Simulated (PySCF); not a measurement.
# SiSb+: bond curves at several levels of theory, part 2 of 2

PySCF 2.14.0; Si def2-SVP, Sb def2-SVP with ECP28; scalar-relativistic core potentials.

### 8 M06-L

Output of the SCF at 2.540 Å:

```text
[... 13 set-up lines left out, the same as in an earlier log ...]
max_memory 909 MB (current use 351 MB)
[... 3 set-up lines left out, the same as in an earlier log ...]
XC functionals = M06L
    Y. Zhao and D. G. Truhlar.,  J. Chem. Phys. 125, 194101 (2006)
    Y. Zhao and D. G. Truhlar.,  J. Chem. Phys. 125, 194101 (2006)
    Y. Zhao and D. G. Truhlar.,  Theor. Chem. Acc. 120, 215 (2008)
[... 2 set-up lines left out, the same as in an earlier log ...]
init E= -529.444518250852
cycle= 1 E= -529.440091671773  delta_E= 0.00443  |g|= 0.0715  |ddm|= 0.232
cycle= 2 E= -529.399344350609  delta_E= 0.0407  |g|= 0.192  |ddm|= 0.544
cycle= 3 E= -529.446199695714  delta_E= -0.0469  |g|= 0.00379  |ddm|= 0.401
cycle= 4 E= -529.446211426821  delta_E= -1.17e-05  |g|= 0.00215  |ddm|= 0.012
cycle= 5 E= -529.446215680899  delta_E= -4.25e-06  |g|= 0.000768  |ddm|= 0.00435
cycle= 6 E= -529.446216367617  delta_E= -6.87e-07  |g|= 7.39e-05  |ddm|= 0.00144
cycle= 7 E= -529.446216372912  delta_E= -5.3e-09  |g|= 8.19e-06  |ddm|= 0.000204
cycle= 8 E= -529.446216372977  delta_E= -6.45e-11  |g|= 3.09e-06  |ddm|= 2.47e-05
Extra cycle  E= -529.446216372905  delta_E= 7.14e-11  |g|= 8.27e-06  |ddm|= 2.23e-05
converged SCF energy = -529.446216372905  <S^2> = 2.0029921  2S+1 = 3.0019941
```

Re = 2.548 Å, ωe = 344 cm⁻¹, ωexe = 1.05 cm⁻¹, αe = 0.000487 cm⁻¹, Be = 0.1143 cm⁻¹, De = 3.36 eV, μ = -2.55 D.

### 9 BP86 (GGA)

The SCF at the reference distance, 2.540 Å, printed:

```text
[... 17 set-up lines left out, the same as in an earlier log ...]
XC functionals = B88,P86
    A. D. Becke.,  Phys. Rev. A 38, 3098 (1988)
    J. P. Perdew.,  Phys. Rev. B 33, 8822 (1986)
[... 2 set-up lines left out, the same as in an earlier log ...]
init E= -529.442404649265
cycle= 1 E= -529.443137223971  delta_E= -0.000733  |g|= 0.0288  |ddm|= 0.141
cycle= 2 E= -529.434838875765  delta_E= 0.0083  |g|= 0.0865  |ddm|= 0.215
cycle= 3 E= -529.443893378367  delta_E= -0.00905  |g|= 0.00682  |ddm|= 0.181
cycle= 4 E= -529.443954052868  delta_E= -6.07e-05  |g|= 0.000335  |ddm|= 0.0144
cycle= 5 E= -529.443954109846  delta_E= -5.7e-08  |g|= 0.000159  |ddm|= 0.00101
cycle= 6 E= -529.443954139071  delta_E= -2.92e-08  |g|= 4.13e-05  |ddm|= 0.00029
cycle= 7 E= -529.443954141167  delta_E= -2.1e-09  |g|= 4.75e-06  |ddm|= 8.73e-05
cycle= 8 E= -529.443954141194  delta_E= -2.68e-11  |g|= 1.55e-06  |ddm|= 1.21e-05
Extra cycle  E= -529.443954141165  delta_E= 2.82e-11  |g|= 5.02e-06  |ddm|= 1.3e-05
converged SCF energy = -529.443954141165  <S^2> = 2.0032755  2S+1 = 3.0021828
```

Re = 2.578 Å, ωe = 328 cm⁻¹, ωexe = 0.980 cm⁻¹, αe = 0.000472 cm⁻¹, Be = 0.1116 cm⁻¹, De = 3.26 eV, μ = -3.23 D.

### 10 B97-3

Log of the SCF at 2.540 Å:

```text
[... 17 set-up lines left out, the same as in an earlier log ...]
XC functionals = HYB_GGA_XC_B97_3
    T. W. Keal and D. J. Tozer.,  J. Chem. Phys. 123, 121103 (2005)
[... 2 set-up lines left out, the same as in an earlier log ...]
init E= -529.310110713339
cycle= 1 E= -529.310466417577  delta_E= -0.000356  |g|= 0.00621  |ddm|= 0.131
cycle= 2 E= -529.310369970214  delta_E= 9.64e-05  |g|= 0.0114  |ddm|= 0.0367
cycle= 3 E= -529.31051719339  delta_E= -0.000147  |g|= 0.000563  |ddm|= 0.0228
cycle= 4 E= -529.310517631265  delta_E= -4.38e-07  |g|= 0.0002  |ddm|= 0.00186
cycle= 5 E= -529.310517695794  delta_E= -6.45e-08  |g|= 7.18e-05  |ddm|= 0.000612
cycle= 6 E= -529.310517705837  delta_E= -1e-08  |g|= 2.69e-05  |ddm|= 0.000312
cycle= 7 E= -529.310517707169  delta_E= -1.33e-09  |g|= 3.66e-06  |ddm|= 0.000114
cycle= 8 E= -529.310517707205  delta_E= -3.6e-11  |g|= 1.26e-06  |ddm|= 2.11e-05
Extra cycle  E= -529.310517707206  delta_E= -1.02e-12  |g|= 1.53e-06  |ddm|= 6.48e-06
converged SCF energy = -529.310517707206  <S^2> = 2.0035271  2S+1 = 3.0023505
```

Re = 2.549 Å, ωe = 346 cm⁻¹, ωexe = 1.02 cm⁻¹, αe = 0.000467 cm⁻¹, Be = 0.1142 cm⁻¹, De = 2.95 eV, μ = -3.30 D.

### 11 ωB97X (range-separated hybrid)

Log of the SCF at 2.540 Å:

```text
[... 17 set-up lines left out, the same as in an earlier log ...]
XC functionals = WB97X
    J.-D. Chai and M. Head-Gordon.,  J. Chem. Phys. 128, 084106 (2008)
[... 2 set-up lines left out, the same as in an earlier log ...]
init E= -529.308252999005
cycle= 1 E= -529.309800283465  delta_E= -0.00155  |g|= 0.00927  |ddm|= 0.137
cycle= 2 E= -529.309952702317  delta_E= -0.000152  |g|= 0.0032  |ddm|= 0.0361
cycle= 3 E= -529.309986076749  delta_E= -3.34e-05  |g|= 0.00151  |ddm|= 0.0159
cycle= 4 E= -529.309994320927  delta_E= -8.24e-06  |g|= 0.00079  |ddm|= 0.00706
cycle= 5 E= -529.309997909529  delta_E= -3.59e-06  |g|= 0.000564  |ddm|= 0.00449
cycle= 6 E= -529.30999921293  delta_E= -1.3e-06  |g|= 7.11e-05  |ddm|= 0.00439
cycle= 7 E= -529.309999238967  delta_E= -2.6e-08  |g|= 1.21e-05  |ddm|= 0.000621
cycle= 8 E= -529.309999239325  delta_E= -3.57e-10  |g|= 3.66e-06  |ddm|= 5.92e-05
Extra cycle  E= -529.309999239361  delta_E= -3.66e-11  |g|= 2.11e-06  |ddm|= 1.17e-05
converged SCF energy = -529.309999239361  <S^2> = 2.0024094  2S+1 = 3.0016058
```

Re = 2.492 Å, ωe = 380 cm⁻¹, ωexe = 1.17 cm⁻¹, αe = 0.000467 cm⁻¹, Be = 0.1195 cm⁻¹, De = 2.95 eV, μ = -3.26 D. 8.3 s of CPU time for 12 points, integrals apart.

### 12 UHF (mean field)

Output of the SCF at 2.540 Å:

```text
******** <class 'pyscf.scf.uhf_symm.SymAdaptedUHF'> ********
method = SymAdaptedUHF
[... 11 set-up lines left out, the same as in an earlier log ...]
max_memory 909 MB (current use 352 MB)
[... 1 set-up line left out, the same as in an earlier log ...]
Overwritten attributes  get_k get_hcore get_j get_occ get_jk  of <class 'pyscf.scf.uhf_symm.SymAdaptedUHF'>
[... 1 set-up line left out, the same as in an earlier log ...]
init E= -527.776862237983
cycle= 1 E= -527.788143822743  delta_E= -0.0113  |g|= 0.031  |ddm|= 0.261
cycle= 2 E= -527.789575601436  delta_E= -0.00143  |g|= 0.0126  |ddm|= 0.0982
cycle= 3 E= -527.790075358137  delta_E= -0.0005  |g|= 0.00844  |ddm|= 0.0413
cycle= 4 E= -527.790315122542  delta_E= -0.00024  |g|= 0.00465  |ddm|= 0.0338
cycle= 5 E= -527.790479242666  delta_E= -0.000164  |g|= 0.00129  |ddm|= 0.0429
cycle= 6 E= -527.790489417013  delta_E= -1.02e-05  |g|= 0.000335  |ddm|= 0.0109
cycle= 7 E= -527.790489845575  delta_E= -4.29e-07  |g|= 0.000102  |ddm|= 0.00226
cycle= 8 E= -527.790489874803  delta_E= -2.92e-08  |g|= 2.25e-05  |ddm|= 0.000526
cycle= 9 E= -527.790489876347  delta_E= -1.54e-09  |g|= 9.91e-06  |ddm|= 0.000109
cycle= 10 E= -527.790489876751  delta_E= -4.04e-10  |g|= 4.81e-06  |ddm|= 5.08e-05
Extra cycle  E= -527.790489876817  delta_E= -6.62e-11  |g|= 3.72e-06  |ddm|= 1.47e-05
converged SCF energy = -527.790489876817  <S^2> = 2.0150196  2S+1 = 3.0099964
```

Re = 2.526 Å, ωe = 347 cm⁻¹, ωexe = 2.08 cm⁻¹, αe = 0.000649 cm⁻¹, Be = 0.1163 cm⁻¹, De = 1.22 eV, μ = -4.35 D. 1.3 s of CPU time for 12 points, integrals apart.

### 13 Correlated methods on the Hartree–Fock reference

Reference: UHF; core orbitals frozen: 9; virtual orbitals above 20 hartree dropped in coupled cluster: 1. MP2 keeps all virtuals, so it differs from the MP2 energy in the coupled-cluster log.

Log of the coupled-cluster run at 2.540 Å:

```text
******** <class 'pyscf.cc.uccsd.UCCSD'> ********
CC2 = 0
CCSD nocc = (np.int64(10), np.int64(8)), nmo = (34, 34)
frozen orbitals [[0, 1, 2, 3, 4, 5, 6, 7, 8, 43], [0, 1, 2, 3, 4, 5, 6, 7, 8, 43]]
max_cycle = 80
direct = 0
conv_tol = 1e-07
conv_tol_normt = 1e-05
diis_space = 8
diis_start_cycle = 0
diis_start_energy_diff = 1e+09
max_memory 909 MB (current use 352 MB)
Init t2, MP2 energy = -0.132933240206542
Init E_corr(UCCSD) = -0.132933240231468
cycle = 1  E_corr(UCCSD) = -0.152132560154128  dE = -0.0191993199  norm(t1,t2) = 0.0908317
cycle = 2  E_corr(UCCSD) = -0.159049730123798  dE = -0.00691716997  norm(t1,t2) = 0.0382797
cycle = 3  E_corr(UCCSD) = -0.163207291055883  dE = -0.00415756093  norm(t1,t2) = 0.0234921
cycle = 4  E_corr(UCCSD) = -0.163738173401272  dE = -0.000530882345  norm(t1,t2) = 0.00825032
cycle = 5  E_corr(UCCSD) = -0.163525880163962  dE = 0.000212293237  norm(t1,t2) = 0.00531262
cycle = 6  E_corr(UCCSD) = -0.163589167037447  dE = -6.32868735e-05  norm(t1,t2) = 0.001478
cycle = 7  E_corr(UCCSD) = -0.163576733428099  dE = 1.24336093e-05  norm(t1,t2) = 0.000388386
cycle = 8  E_corr(UCCSD) = -0.16357309726194  dE = 3.63616616e-06  norm(t1,t2) = 0.000169459
cycle = 9  E_corr(UCCSD) = -0.163575288027201  dE = -2.19076526e-06  norm(t1,t2) = 5.68445e-05
cycle = 10  E_corr(UCCSD) = -0.163574774677521  dE = 5.1334968e-07  norm(t1,t2) = 2.2119e-05
cycle = 11  E_corr(UCCSD) = -0.163574747010374  dE = 2.76671464e-08  norm(t1,t2) = 8.68875e-06
UCCSD converged
E(UCCSD) = -527.9540646238274  E_corr = -0.1635747470103745
UCCSD(T) correction = -0.0070327358556042
```

Correlation energy (eV) along the bond:

```csv
R (Å),MP2,SCS-MP2,CCSD,CCSD(T),T1
2.184,-3.568,-3.478,n/a,n/a,n/a
2.286,-3.590,-3.498,-4.375,-4.541,0.014
2.388,-3.608,-3.519,-4.407,-4.583,0.018
2.464,-3.617,-3.532,-4.431,-4.614,0.021
2.540,-3.619,-3.541,-4.451,-4.642,0.024
2.616,-3.611,-3.543,-4.468,-4.666,0.029
2.718,-3.581,-3.532,-4.480,-4.686,0.035
2.845,-3.509,-3.484,-4.475,-4.686,0.043
2.997,-3.364,-3.355,-4.419,-4.629,0.052
3.200,-3.160,-3.156,n/a,n/a,n/a
```

UHF-MP2: Re = 2.524 Å, ωe = 375 cm⁻¹, ωexe = 1.01 cm⁻¹, αe = 0.000400 cm⁻¹, Be = 0.1164 cm⁻¹, De = 2.11 eV.

UHF-SCS-MP2: Re = 2.534 Å, ωe = 359 cm⁻¹, ωexe = 0.970 cm⁻¹, αe = 0.000452 cm⁻¹, Be = 0.1155 cm⁻¹, De = 2.01 eV.

UHF-CCSD: Re = 2.551 Å, ωe = 340 cm⁻¹, ωexe = 1.42 cm⁻¹, αe = 0.000559 cm⁻¹, Be = 0.1140 cm⁻¹, De = 2.12 eV.

UHF-CCSD(T): Re = 2.561 Å, ωe = 336 cm⁻¹, ωexe = 1.24 cm⁻¹, αe = 0.000525 cm⁻¹, Be = 0.1131 cm⁻¹, De = 2.26 eV.

### 14 All curves

Energy (eV) from each level's lowest point:

```csv
R (Å),UHF,UHF-MP2,UHF-SCS-MP2,UHF-CCSD,UHF-CCSD(T),PBE,BP86,r²SCAN,M06-L,PBE0,B97-3,ωB97X
2.184,0.963,1.014,1.026,n/a,n/a,1.129,1.143,1.036,1.050,0.993,1.057,0.840
2.286,0.409,0.438,0.451,0.485,0.510,0.535,0.546,0.467,0.475,0.436,0.480,0.327
2.388,0.116,0.127,0.138,0.160,0.175,0.192,0.200,0.152,0.156,0.133,0.158,0.070
2.464,0.020,0.022,0.029,0.041,0.048,0.057,0.061,0.037,0.039,0.027,0.040,0.000
2.540,0.000,0.000,0.000,0.000,0.000,0.000,0.001,0.000,0.000,0.000,0.000,0.008
2.616,0.035,0.043,0.033,0.018,0.011,0.003,0.000,0.022,0.021,0.032,0.021,0.075
2.718,0.137,0.175,0.147,0.108,0.093,0.076,0.068,0.119,0.115,0.144,0.117,0.229
2.845,0.308,0.417,0.365,0.283,0.264,0.243,0.229,0.312,0.306,0.355,0.311,0.485
2.997,0.508,0.763,0.694,0.540,0.521,0.507,0.485,0.603,0.592,0.666,0.605,0.830
3.200,0.698,1.157,1.083,n/a,n/a,0.900,0.870,1.024,1.000,1.103,1.027,1.272
```

### 15 What came out

This closing draws on all 2 parts.

Lowest PBE0 solution found, without spin–orbit coupling: ³Σ⁻ (triplet), unpaired electrons π ↑↑. State 2 has its PBE0 minimum 0.24 eV higher, as a spin-mixed determinant (⟨S²⟩ = 1.00), so this is no gap between pure states. The other levels ran on the lowest alone.

```csv
level,Re (Å),ωe (cm⁻¹),De (eV),μ (D)
UHF,2.526,347,1.22,-4.35
UHF-MP2,2.524,375,2.11,n/a
UHF-SCS-MP2,2.534,359,2.01,n/a
UHF-CCSD,2.551,340,2.12,n/a
UHF-CCSD(T),2.561,336,2.26,n/a
PBE,2.573,331,3.27,-3.17
BP86,2.578,328,3.26,-3.23
r²SCAN,2.546,345,2.99,-3.23
M06-L,2.548,344,3.36,-2.55
PBE0,2.533,354,2.93,-3.31
B97-3,2.549,346,2.95,-3.30
ωB97X,2.492,380,2.95,-3.26
```

De is counted to Si+ + Sb in their ground configurations. A positive dipole points from Si to Sb; in an ion it is taken about the centre of mass and does not tell which atom is negative.

Time per point (s) on 1 thread, shared host (CPU time, shared integrals of 0.11 s apart; correlated levels include their reference; CCSD comes with the CCSD(T) run); the times are rough: UHF 0.11, UHF-MP2 0.17, UHF-SCS-MP2 0.17, UHF-CCSD(T) 3.1, PBE 0.88, BP86 0.44, r²SCAN 0.83, M06-L 0.83, PBE0 0.85, B97-3 0.5, ωB97X 0.69.

In words: Bond lengths run from 2.492 Å (ωB97X) to 2.578 Å (BP86). Among the levels with a De in the table, it runs from 1.22 eV (UHF) to 3.36 eV (M06-L).

Correlated steps freeze 9 core orbitals. Spin–orbit coupling is left out, which matters for elements this heavy, above all for dissociation energies. T1 is 0.024 near the minimum (highest on the curve 0.052), which may point to more than one leading configuration. With spin–orbit coupling the term label itself may not hold.
